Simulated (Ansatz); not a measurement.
# Ge8Mo3W: what a guessed cell relaxes into, part 2 of 2

Aim: relax a trial structure of Ge8Mo3W and see where it ends, then test the end with a random kick.

Ansatz 0.2.0; DFT PBE, scalar-relativistic, plane waves, PAW.

## Step 6: Kicked and relaxed without symmetry

Atoms are moved at random (σ = 0.1 Å a coordinate) and the cell is strained at random (σ = 1.5 % a component).

The input, input.yaml:

```yaml
crystal:
  lattice:
    - [-4.7610793635, -0.0283409227, 0.0069209201]
    - [2.3556721847, -4.0996882314, 0.0871937386]
    - [-0.0138413141, -0.206625217, 9.2199348029]
  atoms:
    - { symbol: Ge, position: [0.6903499585, 0.3223323204, 0.7627892392] }
    - { symbol: Ge, position: [0.1799821542, 0.3398218715, 0.4881925187] }
    - { symbol: Ge, position: [0.6416627068, 0.3617487486, 0.2492901621] }
    - { symbol: Ge, position: [0.1539094627, 0.3167965718, -0.0079996395] }
    - { symbol: Ge, position: [0.3403624449, 0.6577605165, 0.7545028103] }
    - { symbol: Ge, position: [0.8588118003, 0.7347877234, 0.4980915754] }
    - { symbol: Ge, position: [0.3365270469, 0.6237469672, 0.2587985326] }
    - { symbol: Ge, position: [0.8017090228, 0.6799857645, -0.0156496256] }
    - { symbol: Mo, position: [0.0357847876, 0.0077889043, 0.7579073612] }
    - { symbol: Mo, position: [0.0062790092, -0.0085468341, 0.2555314833] }
    - { symbol: Mo, position: [0.4825456501, -0.0179874997, 0.0115051381] }
    - { symbol: W, position: [0.472075956, -0.0182350545, 0.4870404444] }
basis:
  ecutwfc: 420
kpoints:
  mp_grid: { grid: [6, 6, 4] }
hamiltonian:
  xc: pbe
scf:
  occupations: { method: gaussian, width: 0.2 }
  lower_state_search: "off"
output:
  forces: true
  stress: true
  eigenvalues: true
relax:
  adjacent_minimum: "off"
  f_tol: 0.025
  max_steps: 60
  cell: { stress_tol: 0.25 }
```

Run with:

```
ansatz run input.yaml --threads 4 --pin off --max-ram 8192MiB --backend cpu --events-out ev --progress --plain --runs-dir out
```

What it wrote:

```text
Warning: RAYON_NUM_THREADS=4 ignored (pool sized by the plan → 4); use --threads N
Engine: ansatz 0.2.0, x86_64-unknown-linux-gnu
Pseudopotentials: kind: paw
Pseudopotential: Ge, paw, valence charge 14, recommended cutoff 420 eV (normal), Ge.paw.azcp
Pseudopotential: Mo, paw, valence charge 14, recommended cutoff 420 eV (normal), Mo.paw.azcp
Pseudopotential: W, paw, valence charge 14, recommended cutoff 420 eV (normal), W.paw.azcp
Functional definition: PBE
  parameter kappa = 0.804
  parameter beta = 0.06672455060314922
  exchange = pbe_x(kappa = kappa, mu = beta*pi^2/3)
  correlation = pbe_c(beta = beta)
Crystal: 12 atoms, lattice volume = 180.489 Å³
Basis set: ecut = 420 eV, 3503 PW (Γ), exchange–correlation on 64×64×128 points (8 copies of the dense FFT grid, shifted against one another)
Bands: 101, of which v1, the nominal top of the filled ones, is band 84 counted from 1 (83 counted from 0)
Symmetry: 1 space group operations
Space group: P1 (ITA 1), of the structure as read, at distance tolerance 5.7e-5 Å
k-points: 76 of 144 (time reversal used)
Non-local potential: Ge, projectors of the file, l = 0: 2, l = 1: 2, l = 2: 3, l = 3: 1
Non-local potential: Mo, projectors of the file, l = 0: 3, l = 1: 2, l = 2: 2, l = 3: 1
Non-local potential: W, projectors of the file, l = 0: 3, l = 1: 2, l = 2: 2, l = 3: 1
PAW form: soft (Blöchl's): semilocal exchange-correlation on the pseudo side does not see the compensation charge
PAW one-centre angular grid: Ge, 590 points (default); XC on 64 Gauss nodes
PAW one-centre angular grid: Mo, 590 points (default); XC on 64 Gauss nodes
PAW one-centre angular grid: W, 590 points (default); XC on 64 Gauss nodes
Initial density: superposition of atomic densities (neutral atoms: chi_scale 0, normalization atom), corrected by the library's trained network
Initial wavefunctions: pseudopotential atomic-orbital guess
Functional: x = pbe(κ = 0.804, μ = 0.2195149727645171), c = pbe(β = 0.06672455060314922)
SCF iter   1: F=—  HF=-59611.143400 eV  |F-HF|=—  |Δ(HF+E_count)|=         —  Δρ=5.59e-3  dr2=1.98e-1  ethr=1.77e-3  ⟨swp⟩=5.3  Hψ=30723  notcnv=0
preconditioner: auto → Kerker (q_TF=auto, 2.696 Å⁻¹)  [metal: Δε(μ)=0.019 eV  Ē_g=19.249 eV  σ=0.200 eV  W_gap=0.05  n_scr=56 (ndim 8)  ℏωp=32.2 eV  f_vac=0.000  D(μ)=3.74/eV (n_scr^D=22)]
SCF iter   2: F=—  HF=-59611.135812 eV  |F-HF|=—  |Δ(HF+E_count)|=   7.59e-3  Δρ=3.15e-3  dr2=8.09e-2  ethr=1.18e-4  ⟨swp⟩=1.0  Hψ=8892  notcnv=0
SCF iter   3: F=—  HF=-59611.130387 eV  |F-HF|=—  |Δ(HF+E_count)|=   5.43e-3  Δρ=5.46e-4  dr2=4.06e-3  ethr=4.82e-5  ⟨swp⟩=1.9  Hψ=7448  notcnv=0
SCF iter   4: F=—  HF=-59611.129926 eV  |F-HF|=—  |Δ(HF+E_count)|=   4.61e-4  Δρ=2.76e-4  dr2=6.03e-4  ethr=2.42e-6  ⟨swp⟩=2.0  Hψ=12093  notcnv=0
SCF iter   5: F=—  HF=-59611.129753 eV  |F-HF|=—  |Δ(HF+E_count)|=   1.72e-4  Δρ=1.40e-4  dr2=9.70e-5  ethr=3.59e-7  ⟨swp⟩=2.0  Hψ=12182  notcnv=0
SCF iter   6: F=—  HF=-59611.129912 eV  |F-HF|=—  |Δ(HF+E_count)|=   1.59e-4  Δρ=3.14e-5  dr2=2.70e-6  ethr=5.78e-8  ⟨swp⟩=2.0  Hψ=8714  notcnv=0
SCF iter   7: F=—  HF=-59611.129912 eV  |F-HF|=—  |Δ(HF+E_count)|=   3.04e-7  Δρ=8.75e-6  dr2=2.72e-7  ethr=1.61e-9  ⟨swp⟩=2.0  Hψ=8972  notcnv=0
SCF iter   8: F=-59611.129912 eV  HF=-59611.129912 eV  |F-HF|=6.39e-8  |Δ(HF+E_count)|=   1.19e-8  Δρ=3.84e-6  dr2=2.49e-8  ethr=5.95e-11  ⟨swp⟩=8.3  Hψ=30512  notcnv=0
SCF 1 converged in 8 iterations: F = -59611.129912 eV  dr2 = 2.49e-8
relax step   1: F+E_penalty+E_count = -59611.12991193 eV  Δ(F+E_penalty+E_count) = +0.000e0 eV  max|allowed force component| = 3.202e0 eV/Å  Δτ_max = 0.0000 Å  P = +10.236 GPa  Ω = 180.489 Å³  (8 SCF iters, dr2 threshold 1.00e-7 eV, accepted)
[... 15 lines left out ...]
relax step   2: F+E_penalty+E_count = -59613.45941884 eV  Δ(F+E_penalty+E_count) = -2.330e0 eV  max|allowed force component| = 1.339e0 eV/Å  Δτ_max = 0.1949 Å  P = +1.564 GPa  Ω = 183.767 Å³  energy of the carried Pulay correction = -1.037e-3 eV  (8 SCF iters, dr2 threshold 1.20e-6 eV, accepted)
[... 12 lines left out ...]
relax step   3: F+E_penalty+E_count = -59613.82671858 eV  Δ(F+E_penalty+E_count) = -3.673e-1 eV  max|allowed force component| = 1.169e-1 eV/Å  Δτ_max = 0.1200 Å  P = +0.248 GPa  Ω = 184.535 Å³  energy of the carried Pulay correction = -1.277e-3 eV  (7 SCF iters, dr2 threshold 1.20e-6 eV, accepted)
[... 11 lines left out ...]
relax step   4: F+E_penalty+E_count = -59613.83187326 eV  Δ(F+E_penalty+E_count) = -5.155e-3 eV  max|allowed force component| = 8.338e-3 eV/Å  Δτ_max = 0.0099 Å  P = +0.116 GPa  Ω = 184.675 Å³  energy of the carried Pulay correction = -1.321e-3 eV  (6 SCF iters, dr2 threshold 1.20e-6 eV, accepted)
[... 10 lines left out ...]
relax step   5: F+E_penalty+E_count = -59613.83328272 eV  Δ(F+E_penalty+E_count) = -1.409e-3 eV  max|allowed force component| = 8.536e-3 eV/Å  Δτ_max = 0.0000 Å  P = +0.118 GPa  Ω = 184.675 Å³  stress off target by 1.60e-1 GPa  SCF on the basis re-selected at this cell (its energy is not comparable with the rows above)  (6 SCF iters)
basis re-selected at this cell: Δ(F+E_penalty+E_count) = -1.409e-3 eV, ΔP = +0.002 GPa vs the last step (what re-selecting the basis moved, of the pressure what is left beyond the Pulay correction that the steps carried, after the strain that the cell walked since its last selection, with what the two solves' SCF thresholds leave and, on support functions, any second-order correction that the steps lacked; it is no measure of the basis error at this ecutwfc). This SCF's stress stands 1.60e-1 GPa from its target on what of the cell is left free (relax.cell.stress_tol is 2.50e-1 GPa) and its largest allowed force component is 8.54e-3 eV/Å (relax.f_tol is 2.50e-2 eV/Å): within both
SCF converged after 6 iterations
Free energy (F): -59613.833283 eV
Harris-Foulkes:  -59613.833283 eV  (|F-HF|=9.09e-10)
Internal energy: -59613.762371 eV  (E = F + TS)
E sigma→0 (E₀):  -59613.797827 eV
Entropy (-TS):   -0.070911 eV (-5.909 meV/atom)
Fermi energy:    16.739937 eV
--- Per-component energies (eV) ---
  E_band       = -787.654730
  E_kinetic    = 2677.808074
  E_local      = -18643.154436  (includes V_loc(G=0)·N_el)
  E_nonlocal   = 3782.064282
  E_hartree    = 7956.570838
  E_xc         = -1429.483252
  E_vxc        = -1453.585176  (∫ρ·V_xc dr)
  E_paw        = -34328.525258  (= ΣΔE_a)
  E_vpaw       = -3063.932776  (= ΣTr[D̂ρ^β])
  E_aug_tail   = 0.002796  (compensation charges beyond the density's cutoff)
  E_ewald      = -19629.045415
  E_smearing   = -0.070911  (= −TS)
  E_closure    = 0.000000  (closes the sum)
  Σ components = -59613.833283   (vs F -59613.833283, Δ=0.00e0)
--- Forces (eV/Å), atoms counted from 1 ---
  atom   1  Ge    -0.00011743    -0.00600063     0.00586093
  atom   2  Ge    -0.00022281    -0.00167411     0.00153072
  atom   3  Ge     0.00084118    -0.00572569    -0.00578433
  atom   4  Ge    -0.00022913    -0.00381283    -0.00076954
  atom   5  Ge    -0.00018922     0.00637172     0.00768612
  atom   6  Ge    -0.00054784     0.00272236    -0.00056998
  atom   7  Ge     0.00030193     0.00667766    -0.00836440
  atom   8  Ge    -0.00114176     0.00327208     0.00161997
  atom   9  Mo     0.00091646    -0.00029554    -0.00853592
  atom  10  Mo     0.00009806    -0.00192482     0.00790685
  atom  11  Mo     0.00074662    -0.00028125    -0.00159747
  atom  12  W     -0.00045614     0.00067082     0.00101599
  max |Σ_I F_I| component: 1.06e-6 eV/Å
--- Stress (GPa, compression-positive) ---
        0.142666      -0.008815      -0.009564
       -0.008815       0.064452       0.020986
       -0.009564       0.020986       0.147640
  P = ⅓ Tr σ = 0.1183 GPa (1.183 kbar)
--- Band table (eV; the first three rows and the last of 76) ---
  k-point 0: bands = ["-57.1640", "-44.1100", "-44.1051", "-44.0946", "-21.4640", "-21.4607", "-21.4176", "-18.3071", "-18.2978", "-18.2651", "-18.2530", "-18.2133", "-18.2093", "-18.2042", "-18.1999", "-18.1916", "-7.9530", "-7.9503", "-7.9359", "-7.9248", "-7.9156", "-7.9156", "-7.9019", "-7.9002", "-7.8944", "-7.8931", "-7.8916", "-7.8906", "-7.8888", "-7.8868", "-7.8733", "-7.8728", "-7.8728", "-7.8695", "-7.8572", "-7.8530", "-7.8501", "-7.8489", "-7.8474", "-7.8471", "-7.8462", "-7.8332", "-7.8324", "-7.8317", "-7.8275", "-7.8230", "-7.8197", "-7.8197", "-7.8143", "-7.8101", "-7.8099", "-7.7950", "-7.7937", "-7.7866", "-7.7741", "-7.7739", "3.2946", "4.9325", "5.0406", "7.3069", "10.4927", "10.7313", "10.7630", "10.8591", "10.8775", "11.5750", "11.6309", "11.6994", "11.9647", "12.2578", "12.3234", "12.7961", "14.0860", "14.1876", "14.2370", "14.3368", "14.5012", "14.5029", "14.5899", "14.6465", "15.2447", "15.3339", "15.6275", "17.2275", "18.5757", "18.7253", "18.8017", "18.8142", "19.3971", "19.6724", "19.8902", "19.9802", "19.9850", "20.0888", "20.1715", "20.2010", "20.2941", "20.2957", "20.3174", "20.4005", "20.4605"]
[... 3 lines left out ...]
--- Relaxed structure (4 steps of the walk, 4 accepted, 1 SCFs on fresh bases) ---
  F+E_penalty+E_count = -59613.83328272 eV   max|allowed force component| = 8.536e-3 eV/Å   (the final SCF, on the basis selected at the relaxed cell)
  cell:  # Å, volume = 184.6754 Å³
    - [-4.718741873793546, -0.0001722824454536059, -0.00022612033037374378]
    - [2.359257288823045, -4.145458063674513, 0.00038920058932725987]
    - [0.0004402866867470757, -0.0008019877171562828, 9.440635272240328]
  atoms:
    - { symbol: Ge, position: [0.6619687039807151, 0.3239397671368403, 0.7504135188005181] }
    - { symbol: Ge, position: [0.16191214591730194, 0.3238578595559395, 0.49997136600072656] }
    - { symbol: Ge, position: [0.6620235358571914, 0.32397722328295897, 0.24958173631760383] }
    - { symbol: Ge, position: [0.16162970873829133, 0.32328067438593727, 2.25713195597814e-5] }
    - { symbol: Ge, position: [0.3380147706417616, 0.6760382934585393, 0.7503821643574832] }
    - { symbol: Ge, position: [0.8380641578721664, 0.6761737827338157, 0.5000170920073765] }
    - { symbol: Ge, position: [0.3380570705761212, 0.6760677503366188, 0.24962608389200885] }
    - { symbol: Ge, position: [0.8383226487342619, 0.6767018448551854, -2.685861864246249e-5] }
    - { symbol: Mo, position: [1.47893921658861e-5, -1.2132912785595574e-6, 0.7503361789709735] }
    - { symbol: Mo, position: [-9.465722785421473e-6, -4.963631673426676e-5, 0.24966915690639863] }
    - { symbol: Mo, position: [0.5000008316531611, -1.9135341908328485e-5, 1.2603729528573205e-5] }
    - { symbol: W, position: [0.500001102359648, 3.2789104086166566e-5, 0.49999438651646433] }
```

Run time: 61 s. Hardware: 4 threads of AMD EPYC 9R45 (Zen 5), shared host; peak memory 1.4 GiB.

The steps of the relaxation:

```
step  E - E(step 1) (eV/cell)  largest force component (eV/Å)  pressure (GPa)  volume (Å³)
   1                   0.0000                          3.2021           10.24       180.49
   2                  -2.3295                          1.3391            1.56       183.77
   3                  -2.6968                          0.1169            0.25       184.53
   4                  -2.7020                          0.0083            0.12       184.68
   5                  -2.7034                          0.0085            0.12       184.68
```

Step 1 is the start. Step 5 repeats the geometry before it on a plane-wave basis chosen anew for that cell, so its energy need not be comparable with the rows above.

|  | before | after | change |
| --- | --- | --- | --- |
| a (Å) | 4.761 | 4.719 | -0.9 % |
| b (Å) | 4.729 | 4.770 | +0.9 % |
| c (Å) | 9.222 | 9.441 | +2.4 % |
| α (°) | 87.87 | 89.99 | +2.4 % |
| β (°) | 89.82 | 90.01 | +0.2 % |
| γ (°) | 119.53 | 119.64 | +0.1 % |
| volume (Å³/atom) | 15.04 | 15.39 | +2.3 % |
| shortest distance (Å) | 2.331 | 2.680 | +15.0 % |
| space group (0.01 Å) | P1 | Cmmm | changed |

Against the unmoved cell on the same mesh the energy changed by 0.0 meV/atom and the volume by -0.0 %. At a tolerance of 0.1 Å, which suits this loose relaxation, its space group is Cmmm.

## Step 7: Results

This closing draws on all 2 parts.

| quantity | value |
| --- | --- |
| symmetry at the end (tolerance 0.05 Å) | space group Cmmm (No. 65) |
| conventional cell | a = 4.721 Å, b = 8.286 Å, c = 9.443 Å, α = 90.00°, β = 90.00°, γ = 90.00° |
| volume | 15.39 Å³/atom |
| energy over the elements | -0.09 eV/atom |
| gap on the mesh | none (metal) |

What this shows: The space group Cmmm (No. 65) is kept, at nearly the size of the first guess. It lies below the elements, which doesn't yet make it stable: competing phases were not computed in this session. It survived the kick, though modes of other wave vectors, which need another repeat, weren't probed. Spin-orbit coupling is left out for W. Other magnetic orders were not searched.
